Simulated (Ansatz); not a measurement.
Task: a phonon calculation by linear response of CdSe, space group F-43m, with Ansatz 0.2.0 through its Python package. Give the script and its output. Level of theory: LDA, PAW, cutoff 470 eV, 6×6×6 k-points, fixed occupations.

```yaml
crystal:
  lattice:
    - [0.00000, 3.07027, 3.07027]
    - [3.07027, 0.00000, 3.07027]
    - [3.07027, 3.07027, 0.00000]
  atoms:
    - { symbol: Cd, position: [0.00000, 0.00000, 0.00000] }
    - { symbol: Se, position: [0.75000, 0.75000, 0.75000] }
```

`dfpt_cdse.py`:
```python
from pathlib import Path

import ansatz as az
import numpy as np

XC = "lda"
CUTOFF_EV = 470
OCCUPATIONS = "fixed"
KMESH = (6, 6, 6)

xtal = (
    az.Lattice.of([0.0, 3.07027, 3.07027], [3.07027, 0.0, 3.07027], [3.07027, 3.07027, 0.0])
    .atom("Cd", [0.0, 0.0, 0.0])
    .atom("Se", [0.75, 0.75, 0.75])
)

setup = (
    xtal.calculation()
    .functional(XC)
    .basis(CUTOFF_EV)
    .occupations(OCCUPATIONS)
    .pseudopotentials("paw")
    .kpoints(*KMESH)
    .phonons("dfpt", dielectric=True, lo_to_directions=[(1, 1, 1)])
)
outcome = setup.run(threads=1, runs_dir="runs")
ph = outcome.phonons

print("Gamma modes (1/cm):", " ".join(f"{w:.1f}" for w in ph.gamma_omega_inv_cm))
print("in meV:", " ".join(f"{w * 0.1239842:.2f}" for w in ph.gamma_omega_inv_cm))
field = outcome.phonons_dielectric
print("eps_inf diagonal:", np.round(np.diag(field.eps_inf), 3))
for site, z in zip(outcome.lattice.sites, field.zstar_e):
    print(f"Born charge {site.symbol:2s}", np.round(np.diag(z), 3) + 0.0)
rows = (Path(outcome.output_folder) / "results" / "optical_modes.tsv").read_text().splitlines()
for line in rows:
    if not line.startswith("#"):
        print("  ".join(f"{float(v):.3f}" for v in line.split()[:8]))
```

Output of `python dfpt_cdse.py`:
```text
DeckWarning: phonons.dielectric: true without phonons.rigid_motions: the static dielectric tensor ε⁰ will be withheld (ε∞, Z* and the rows of modes are given); for a crystal or a slab, whose only rigid motions are the translations, set phonons.rigid_motions: translations
RunWarning: field response: ε∞ stands inside a basis, on 8×8×8 points; the force constants stand on the 6×6×6 k-mesh, whose period is 8.79 times the interband length at k = (0.0000, 0.0000, 0.0000), direct gap 0.271 eV, under 14: take them and everything formed from them as unconverged, and compare with a denser kpoints.mp_grid
Gamma modes (1/cm): 0.0 0.0 0.0 154.7 154.7 154.7
in meV: 0.00 0.00 0.00 19.18 19.18 19.18
eps_inf diagonal: [9.313 9.313 9.313]
Born charge Cd [2.303 2.303 2.303]
Born charge Se [-2.303 -2.303 -2.303]
0.000  0.000  0.000  154.710  3.000  7.914  0.114  -0.000
0.577  0.577  0.577  154.710  2.000  5.276  0.076  -0.038
0.577  0.577  0.577  185.399  1.000  2.638  0.038  0.038
```
(Warnings from the package without file and line.)

Caveats:
- The cell isn't relaxed first, so the values belong to this volume.
- The mesh doesn't settle the field response to the digits printed.
- The structure comes from a database of computed cells and needn't be a stable or known phase.
- The structure is taken as given; imaginary modes can come from an unrelaxed or unstable start.
- Hardware and time: 54 s on 1 thread of Arm Neoverse V2, on a shared host, peak memory 0.66 GiB.
